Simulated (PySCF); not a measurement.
# [Pb(CCH)3]−: other functionals and bases at one geometry

How far do other levels of theory move the description of [Pb(CCH)3]−, and what does each cost? The species was built from a template and needn't be a known compound.

Program: PySCF 2.14.0. Level of theory: several levels, as the steps say, no spin–orbit coupling. These are calculated values, not measurements.

4 further runs of the same task are left out: 2 for a known fault of the program, 2 set aside as unsound or not needed.

## Step 1: The system as given

10 atoms, charge -1, spin multiplicity 1.

Bond lengths: Pb1–C2 2.333 Å, Pb1–C5 2.333 Å, Pb1–C8 2.334 Å, C2–C3 1.231 Å, C3–H4 1.076 Å, C5–C6 1.231 Å, C6–H7 1.076 Å, C8–C9 1.231 Å, C9–H10 1.076 Å. Angles: C2–Pb1–C5 93.2°, C2–Pb1–C8 93.5°, C5–Pb1–C8 93.5°, Pb1–C2–C3 170.9°, C2–C3–H4 177.5°, Pb1–C5–C6 170.9°, C5–C6–H7 177.5°, Pb1–C8–C9 170.8°, C8–C9–H10 177.6°.

Geometry (Å):

```xyz
10
C6H3Pb
Pb    0.5341   -1.5688    0.0000
C    -0.3195   -0.2124    1.6961
C    -0.8409    0.3377    2.6661
H    -1.2823    0.8593    3.4970
C    -0.3195   -0.2124   -1.6961
C    -0.8409    0.3377   -2.6661
H    -1.2823    0.8593   -3.4970
C     2.6126   -0.5068    0.0000
C     3.7844   -0.1297    0.0000
H     4.7937    0.2428    0.0000
```

Formal oxidation states: Pb +2. An earlier session relaxed this geometry at r2SCAN, Pb def2-SVP with ECP60, C def2-SVP, H def2-SVP (singlet, point group Cs).

At r2SCAN on the finer grid: E = -422.906168 Eh, HOMO -1.56 eV, LUMO 3.56 eV, Mulliken charge on Pb1 +0.42 e, largest force component 0.094 eV/Å. 

Levels to run: TPSS; PBE0; BLYP; TPSSh; r2SCAN, TZVP; r2SCAN, x2c-SVP. Hardware: 2 threads of Arm Neoverse V1, shared host.

## Step 2: TPSS

The input, run.py (the lines that set the calculation):

```python
mol = gto.M(atom='''
Pb     0.53414    -1.56877     0.00000
C     -0.31953    -0.21241     1.69610
C     -0.84089     0.33772     2.66613
H     -1.28232     0.85932     3.49703
C     -0.31953    -0.21241    -1.69610
C     -0.84089     0.33772    -2.66613
H     -1.28232     0.85932    -3.49703
C      2.61255    -0.50676     0.00000
C      3.78444    -0.12966     0.00000
H      4.79365     0.24284     0.00000''',
    basis={'Pb': 'def2-SVP', 'C': 'def2-SVP', 'H': 'def2-SVP'},
    ecp={'Pb': 'def2-SVP'},
    charge=-1, spin=0)
mf = dft.RKS(mol, xc='TPSS')
mf.grids.atom_grid = (75, 302)
mf = mf.density_fit()  # fitting sets: Pb def2-universal-JKFIT, C def2-universal-JKFIT, H def2-universal-JKFIT
mf.conv_tol = 1e-08; mf.max_cycle = 55
mf.kernel(dm0)  # dm0: the density of the relaxed state
```

Launch:

```sh
$ OMP_NUM_THREADS=2 python run.py
```

The program printed:

```text
init E= -422.957648570117
  HOMO = -0.0506224789248773  LUMO = 0.128235161445942  gap/eV = 4.86696
cycle= 1 E= -422.958938037158  delta_E= -0.00129  |g|= 0.0351  |ddm|= 0.178
  HOMO = -0.0476108075099759  LUMO = 0.130522899315567  gap/eV = 4.84727
cycle= 2 E= -422.958140791321  delta_E= 0.000797  |g|= 0.0622  |ddm|= 0.129
  HOMO = -0.0496297359790709  LUMO = 0.128886620142456  gap/eV = 4.85768
cycle= 3 E= -422.959077845545  delta_E= -0.000937  |g|= 0.0292  |ddm|= 0.0858
  HOMO = -0.049072423156991  LUMO = 0.129453037540299  gap/eV = 4.85793
cycle= 4 E= -422.959309109854  delta_E= -0.000231  |g|= 0.00366  |ddm|= 0.0291
  HOMO = -0.0491567237904853  LUMO = 0.129369048490545  gap/eV = 4.85793
cycle= 5 E= -422.959313376161  delta_E= -4.27e-06  |g|= 0.00035  |ddm|= 0.00535
  HOMO = -0.0491892361823663  LUMO = 0.129336995679728  gap/eV = 4.85795
cycle= 6 E= -422.959313407205  delta_E= -3.1e-08  |g|= 0.000145  |ddm|= 0.000888
  HOMO = -0.0491867168027227  LUMO = 0.129338697325851  gap/eV = 4.85792
cycle= 7 E= -422.959313408443  delta_E= -1.24e-09  |g|= 0.000131  |ddm|= 0.000232
  HOMO = -0.0491844666642738  LUMO = 0.129341484556946  gap/eV = 4.85794
cycle= 8 E= -422.959313413125  delta_E= -4.68e-09  |g|= 7.99e-06  |ddm|= 0.000124
  HOMO = -0.0491841784020277  LUMO = 0.129341537848543  gap/eV = 4.85793
Extra cycle  E= -422.959313413082  delta_E= 4.31e-11  |g|= 1.48e-05  |ddm|= 3.21e-05
converged SCF energy = -422.959313413082
```

Wall time 12 s (2 threads of Arm Neoverse V1, shared host).

Read off: E = -422.959313 Eh, HOMO -1.34 eV, LUMO 3.52 eV, Mulliken charge on Pb1 +0.36 e, largest force component 0.283 eV/Å. 

## Step 3: PBE0

Edit run.py (the lines that set the calculation) of step 2 so:

```diff
@@ -14,3 +14,3 @@
     charge=-1, spin=0)
-mf = dft.RKS(mol, xc='TPSS')
+mf = dft.RKS(mol, xc='PBE0')
 mf.grids.atom_grid = (75, 302)
```

Launch:

```sh
$ OMP_NUM_THREADS=2 python run.py
```

The program printed:

```text
init E= -422.668778940354
  HOMO = -0.0846810294318736  LUMO = 0.151628719198829  gap/eV = 6.43032
cycle= 1 E= -422.669977174162  delta_E= -0.0012  |g|= 0.0121  |ddm|= 0.256
  HOMO = -0.0857628505873862  LUMO = 0.15087439485083  gap/eV = 6.43923
cycle= 2 E= -422.669892577568  delta_E= 8.46e-05  |g|= 0.0219  |ddm|= 0.0461
  HOMO = -0.0850752517737714  LUMO = 0.151500496076488  gap/eV = 6.43755
cycle= 3 E= -422.670015132502  delta_E= -0.000123  |g|= 0.00543  |ddm|= 0.0222
  HOMO = -0.0853208533799528  LUMO = 0.151291102092898  gap/eV = 6.43854
cycle= 4 E= -422.670023062048  delta_E= -7.93e-06  |g|= 0.00104  |ddm|= 0.00635
  HOMO = -0.085297574349676  LUMO = 0.151318512090036  gap/eV = 6.43865
cycle= 5 E= -422.670023414129  delta_E= -3.52e-07  |g|= 0.000154  |ddm|= 0.0019
  HOMO = -0.0852872783918883  LUMO = 0.15132811744166  gap/eV = 6.43863
cycle= 6 E= -422.670023418993  delta_E= -4.86e-09  |g|= 5e-05  |ddm|= 0.000412
  HOMO = -0.0852959675736908  LUMO = 0.1513203761762  gap/eV = 6.43866
Extra cycle  E= -422.670023416513  delta_E= 2.48e-09  |g|= 0.000109  |ddm|= 0.000163
converged SCF energy = -422.670023416513
```

It took 6.4 s on 2 threads of Arm Neoverse V1, shared host.

It gives: E = -422.670023 Eh, HOMO -2.32 eV, LUMO 4.12 eV, Mulliken charge on Pb1 +0.43 e, largest force component 0.421 eV/Å. 

## Step 4: BLYP

Edit run.py (the lines that set the calculation) of step 3 so:

```diff
@@ -14,3 +14,3 @@
     charge=-1, spin=0)
-mf = dft.RKS(mol, xc='PBE0')
+mf = dft.RKS(mol, xc='BLYP')
 mf.grids.atom_grid = (75, 302)
```

Launch:

```sh
$ OMP_NUM_THREADS=2 python run.py
```

The program printed:

```text
init E= -422.852736548833
  HOMO = -0.0416801832686549  LUMO = 0.129515298356063  gap/eV = 4.65847
cycle= 1 E= -422.856832934558  delta_E= -0.0041  |g|= 0.0571  |ddm|= 0.742
  HOMO = -0.0365995344790697  LUMO = 0.13219495398039  gap/eV = 4.59313
cycle= 2 E= -422.85507533669  delta_E= 0.00176  |g|= 0.0919  |ddm|= 0.183
  HOMO = -0.0406784707337344  LUMO = 0.129575639480486  gap/eV = 4.63285
cycle= 3 E= -422.857664824704  delta_E= -0.00259  |g|= 0.0314  |ddm|= 0.13
  HOMO = -0.0402809470626764  LUMO = 0.130026989917862  gap/eV = 4.63432
cycle= 4 E= -422.857923660219  delta_E= -0.000259  |g|= 0.00562  |ddm|= 0.0291
  HOMO = -0.0406041728456188  LUMO = 0.129787295610285  gap/eV = 4.63659
cycle= 5 E= -422.857933254343  delta_E= -9.59e-06  |g|= 0.000937  |ddm|= 0.00969
  HOMO = -0.0405161509956837  LUMO = 0.12985105159689  gap/eV = 4.63593
cycle= 6 E= -422.857933513727  delta_E= -2.59e-07  |g|= 0.000162  |ddm|= 0.00158
  HOMO = -0.04051845283578  LUMO = 0.129847576030252  gap/eV = 4.63590
cycle= 7 E= -422.8579335091  delta_E= 4.63e-09  |g|= 0.00022  |ddm|= 0.000338
  HOMO = -0.0405186676713605  LUMO = 0.129848226640942  gap/eV = 4.63592
cycle= 8 E= -422.85793352205  delta_E= -1.3e-08  |g|= 1.47e-05  |ddm|= 0.000189
  HOMO = -0.0405168600525077  LUMO = 0.129849676785239  gap/eV = 4.63591
cycle= 9 E= -422.857933522144  delta_E= -9.32e-11  |g|= 2.01e-06  |ddm|= 3.29e-05
  HOMO = -0.0405173971325343  LUMO = 0.129849217710669  gap/eV = 4.63591
Extra cycle  E= -422.857933522133  delta_E= 1.05e-11  |g|= 6.75e-06  |ddm|= 9.43e-06
converged SCF energy = -422.857933522133
```

It took 8 s on 2 threads of Arm Neoverse V1, shared host.

Read off: E = -422.857934 Eh, HOMO -1.10 eV, LUMO 3.53 eV, Mulliken charge on Pb1 +0.21 e, largest force component 0.405 eV/Å. 

## Step 5: TPSSh

Edit run.py (the lines that set the calculation) of step 4 so:

```diff
@@ -14,3 +14,3 @@
     charge=-1, spin=0)
-mf = dft.RKS(mol, xc='BLYP')
+mf = dft.RKS(mol, xc='TPSSH')
 mf.grids.atom_grid = (75, 302)
```

Launch:

```sh
$ OMP_NUM_THREADS=2 python run.py
```

The program printed:

```text
init E= -422.923200570025
  HOMO = -0.0650740701709527  LUMO = 0.139140484356119  gap/eV = 5.55696
cycle= 1 E= -422.924196381688  delta_E= -0.000996  |g|= 0.0243  |ddm|= 0.19
  HOMO = -0.0640613895549436  LUMO = 0.139854772556286  gap/eV = 5.54884
cycle= 2 E= -422.92404121046  delta_E= 0.000155  |g|= 0.0329  |ddm|= 0.0849
  HOMO = -0.0648486611527517  LUMO = 0.139281858520463  gap/eV = 5.55467
cycle= 3 E= -422.92433687595  delta_E= -0.000296  |g|= 0.0125  |ddm|= 0.0492
  HOMO = -0.0644595447824585  LUMO = 0.139647173031519  gap/eV = 5.55403
cycle= 4 E= -422.924378970554  delta_E= -4.21e-05  |g|= 0.00195  |ddm|= 0.0128
  HOMO = -0.0644748770511825  LUMO = 0.139630446488832  gap/eV = 5.55399
cycle= 5 E= -422.924380033494  delta_E= -1.06e-06  |g|= 0.000228  |ddm|= 0.00237
  HOMO = -0.064505346477441  LUMO = 0.139604354609184  gap/eV = 5.55411
cycle= 6 E= -422.924380046263  delta_E= -1.28e-08  |g|= 8.34e-05  |ddm|= 0.000564
  HOMO = -0.0645021080023245  LUMO = 0.139606764278335  gap/eV = 5.55409
cycle= 7 E= -422.924380046215  delta_E= 4.82e-11  |g|= 8.53e-05  |ddm|= 0.000148
  HOMO = -0.0644991781896227  LUMO = 0.139610698527665  gap/eV = 5.55411
Extra cycle  E= -422.924380033034  delta_E= 1.32e-08  |g|= 0.000236  |ddm|= 0.000273
converged SCF energy = -422.924380033034
```

Run time: 11 s. Hardware: 2 threads of Arm Neoverse V1, shared host.

Read off: E = -422.924380 Eh, HOMO -1.76 eV, LUMO 3.80 eV, Mulliken charge on Pb1 +0.42 e, largest force component 0.124 eV/Å. 

## Step 6: r2SCAN, TZVP

Basis: Pb def2-TZVP with ECP60, C def2-TZVP, H def2-TZVP. 

Edit run.py (the lines that set the calculation) of step 5 so:

```diff
@@ -11,6 +11,6 @@
 H      4.79365     0.24284     0.00000''',
-    basis={'Pb': 'def2-SVP', 'C': 'def2-SVP', 'H': 'def2-SVP'},
-    ecp={'Pb': 'def2-SVP'},
+    basis={'Pb': 'def2-TZVP', 'C': 'def2-TZVP', 'H': 'def2-TZVP'},
+    ecp={'Pb': 'def2-TZVP'},
     charge=-1, spin=0)
-mf = dft.RKS(mol, xc='TPSSH')
+mf = dft.RKS(mol, xc='R2SCAN')
 mf.grids.atom_grid = (75, 302)
@@ -18,2 +18,2 @@
 mf.conv_tol = 1e-08; mf.max_cycle = 55
-mf.kernel(dm0)  # dm0: the density of the relaxed state
+mf.kernel(dm0)  # dm0: free metal ions and neutral atoms
```

Launch:

```sh
$ OMP_NUM_THREADS=2 python run.py
```

The program printed:

```text
init E= -432.572023791476
  HOMO = 0.0169790252752122  LUMO = 0.0591450272324386  gap/eV = 1.14740
cycle= 1 E= -420.825125282594  delta_E= 11.7  |g|= 2.76  |ddm|= 5.29
  HOMO = 0.0249823212260823  LUMO = 0.0367256764789988  gap/eV = 0.31955
cycle= 2 E= -374.914045107816  delta_E= 45.9  |g|=   11  |ddm|= 52.6
  HOMO = -0.0470291195229731  LUMO = 0.0298688672555672  gap/eV = 2.09250
cycle= 3 E= -421.62291047229  delta_E= -46.7  |g|= 2.42  |ddm|= 53.4
  HOMO = -0.0106473317183919  LUMO = 0.14553810843328  gap/eV = 4.25002
cycle= 4 E= -422.916340090892  delta_E= -1.29  |g|= 1.09  |ddm|= 4.88
  HOMO = -0.0293504358836501  LUMO = 0.150172951162351  gap/eV = 4.88508
cycle= 5 E= -423.008558761082  delta_E= -0.0922  |g|= 0.801  |ddm|= 2.06
  HOMO = -0.0706005376126644  LUMO = 0.114596197333336  gap/eV = 5.03946
cycle= 6 E= -423.177623885309  delta_E= -0.169  |g|= 0.201  |ddm|=  1.2
  HOMO = -0.0709239468657383  LUMO = 0.116545364403613  gap/eV = 5.10130
cycle= 7 E= -423.186405875491  delta_E= -0.00878  |g|= 0.0516  |ddm|= 0.33
  HOMO = -0.0664051480929597  LUMO = 0.119846479327301  gap/eV = 5.06816
cycle= 8 E= -423.187096642782  delta_E= -0.000691  |g|= 0.00885  |ddm|= 0.0855
  HOMO = -0.0659908830473075  LUMO = 0.120291132569117  gap/eV = 5.06899
cycle= 9 E= -423.187104604592  delta_E= -7.96e-06  |g|= 0.00785  |ddm|= 0.0246
  HOMO = -0.0660212418317307  LUMO = 0.120319775840399  gap/eV = 5.07060
cycle= 10 E= -423.187119530597  delta_E= -1.49e-05  |g|= 0.00232  |ddm|= 0.00734
  HOMO = -0.06609622513073  LUMO = 0.120260029829879  gap/eV = 5.07101
cycle= 11 E= -423.187120835019  delta_E= -1.3e-06  |g|= 0.00066  |ddm|= 0.00458
  HOMO = -0.0661002661104941  LUMO = 0.120253137413603  gap/eV = 5.07093
cycle= 12 E= -423.187120945403  delta_E= -1.1e-07  |g|= 7.45e-05  |ddm|= 0.00128
  HOMO = -0.0660992144596548  LUMO = 0.120255880092592  gap/eV = 5.07098
cycle= 13 E= -423.187120946856  delta_E= -1.45e-09  |g|= 1.94e-05  |ddm|= 0.000233
  HOMO = -0.0660976247652343  LUMO = 0.120257486699315  gap/eV = 5.07098
Extra cycle  E= -423.187120946853  delta_E= 2.39e-12  |g|= 1.98e-05  |ddm|= 9.53e-05
converged SCF energy = -423.187120946853
```

Wall time 48 s (2 threads of Arm Neoverse V1, shared host).

Read off: E = -423.187121 Eh, HOMO -1.80 eV, LUMO 3.27 eV, Mulliken charge on Pb1 +0.68 e, largest force component 0.831 eV/Å. 

## Step 7: r2SCAN, x2c-SVP

Basis: Pb x2c-SVPall, C x2c-SVPall, H x2c-SVPall. All electrons are treated, with the spin-free X2C Hamiltonian.

Edit run.py (the lines that set the calculation) of step 6 so:

```diff
@@ -11,8 +11,9 @@
 H      4.79365     0.24284     0.00000''',
-    basis={'Pb': 'def2-TZVP', 'C': 'def2-TZVP', 'H': 'def2-TZVP'},
-    ecp={'Pb': 'def2-TZVP'},
+    basis={'Pb': 'x2c-SVPall', 'C': 'x2c-SVPall', 'H': 'x2c-SVPall'},
+    nucmod='G',
     charge=-1, spin=0)
 mf = dft.RKS(mol, xc='R2SCAN')
-mf.grids.atom_grid = (75, 302)
-mf = mf.density_fit()  # fitting sets: Pb def2-universal-JKFIT, C def2-universal-JKFIT, H def2-universal-JKFIT
+mf.grids.atom_grid = (99, 590)
+mf = mf.density_fit()  # fitting sets: Pb AutoAux, C AutoAux, H AutoAux
+mf = mf.sfx2c1e()
 mf.conv_tol = 1e-08; mf.max_cycle = 55
```

Launch:

```sh
$ OMP_NUM_THREADS=2 python run.py
```

The program printed:

```text
init E= -21124.3051671679
  HOMO = 0.0221940784525212  LUMO = 0.066440410705893  gap/eV = 1.20400
cycle= 1 E= -21112.6382457131  delta_E= 11.7  |g|= 2.49  |ddm|= 5.37
  HOMO = 0.0526603207939459  LUMO = 0.0754516380227997  gap/eV = 0.62018
cycle= 2 E= -21074.0356630837  delta_E= 38.6  |g|= 12.2  |ddm|= 19.4
  HOMO = 0.0336953914111087  LUMO = 0.0573492619669957  gap/eV = 0.64365
cycle= 3 E= -21112.0075066311  delta_E=  -38  |g|= 2.89  |ddm|= 17.5
  HOMO = -0.0281614662101068  LUMO = 0.142005961044369  gap/eV = 4.63049
cycle= 4 E= -21114.5868973029  delta_E= -2.58  |g|= 0.974  |ddm|= 4.39
  HOMO = -0.0274195175479339  LUMO = 0.159895092766563  gap/eV = 5.09709
cycle= 5 E= -21114.5956127573  delta_E= -0.00872  |g|= 0.906  |ddm|= 1.82
  HOMO = -0.0648771297808661  LUMO = 0.122174866768668  gap/eV = 5.08994
cycle= 6 E= -21114.8189239375  delta_E= -0.223  |g|= 0.188  |ddm|= 1.09
  HOMO = -0.0624117813854226  LUMO = 0.127725218189969  gap/eV = 5.17389
cycle= 7 E= -21114.8265071604  delta_E= -0.00758  |g|= 0.0425  |ddm|= 0.253
  HOMO = -0.0584286114971335  LUMO = 0.131081640206968  gap/eV = 5.15684
cycle= 8 E= -21114.8270213386  delta_E= -0.000514  |g|= 0.011  |ddm|= 0.0541
  HOMO = -0.0586373544515602  LUMO = 0.130885215435955  gap/eV = 5.15717
cycle= 9 E= -21114.8270140872  delta_E= 7.25e-06  |g|= 0.0121  |ddm|= 0.0183
  HOMO = -0.058768238230329  LUMO = 0.130854772248431  gap/eV = 5.15990
cycle= 10 E= -21114.8270528869  delta_E= -3.88e-05  |g|= 0.00184  |ddm|= 0.0109
  HOMO = -0.0587719687454427  LUMO = 0.130854217116446  gap/eV = 5.15999
cycle= 11 E= -21114.8270535699  delta_E= -6.83e-07  |g|= 0.000725  |ddm|= 0.00294
  HOMO = -0.0587486045272314  LUMO = 0.130867096664913  gap/eV = 5.15971
cycle= 12 E= -21114.8270537126  delta_E= -1.43e-07  |g|= 0.000101  |ddm|= 0.00105
  HOMO = -0.0587426182898585  LUMO = 0.13087428922969  gap/eV = 5.15974
cycle= 13 E= -21114.8270537158  delta_E= -3.15e-09  |g|= 1.26e-05  |ddm|= 0.000193
  HOMO = -0.0587418490397735  LUMO = 0.1308751967963  gap/eV = 5.15974
Extra cycle  E= -21114.8270537154  delta_E= 3.13e-10  |g|= 3.54e-05  |ddm|= 5.03e-05
converged SCF energy = -21114.8270537154
```

Wall time 68 s (2 threads of Arm Neoverse V1, shared host).

Result: E = -21114.827054 Eh, HOMO -1.60 eV, LUMO 3.56 eV, Mulliken charge on Pb1 +0.53 e, largest force component 0.821 eV/Å. 

## Step 8: All levels side by side

| level | state | HOMO (eV) | gap (eV) | charge on Pb1 (e) | dipole (D) | largest force (eV/Å) | basis functions | time |
| --- | --- | --- | --- | --- | --- | --- | --- | --- |
| r2SCAN (relaxed here) | singlet | -1.56 | 5.12 | 0.42 | 4.12 | 0.09 | 125 | 48 s |
| TPSS | singlet | -1.34 | 4.86 | 0.36 | 4.13 | 0.28 | 125 | 12 s |
| PBE0 | singlet | -2.32 | 6.44 | 0.43 | 4.13 | 0.42 | 125 | 6.4 s |
| BLYP | singlet | -1.10 | 4.64 | 0.21 | 4.09 | 0.41 | 125 | 8 s |
| TPSSh | singlet | -1.76 | 5.55 | 0.42 | 4.16 | 0.12 | 125 | 11 s |
| r2SCAN, TZVP | singlet | -1.80 | 5.07 | 0.68 | 4.16 | 0.83 | 254 | 48 s |
| r2SCAN, x2c-SVP | singlet | -1.60 | 5.16 | 0.53 | 4.13 | 0.82 | 161 | 68 s |

Times are on 2 threads of Arm Neoverse V1, shared host; the first row also made further properties. The dipole of a charged species depends on the origin, so these sizes hold for this origin alone.

In one basis the HOMO–LUMO gap runs from 4.64 eV (BLYP) to 6.44 eV (PBE0). The largest leftover force, 0.83 eV/Å with r2SCAN, TZVP, stands at a geometry relaxed at another level. The Mulliken charge on Pb spans +0.21 to +0.68 e over the levels. Total energies of different levels can't be compared. Spin–orbit coupling is left out throughout.
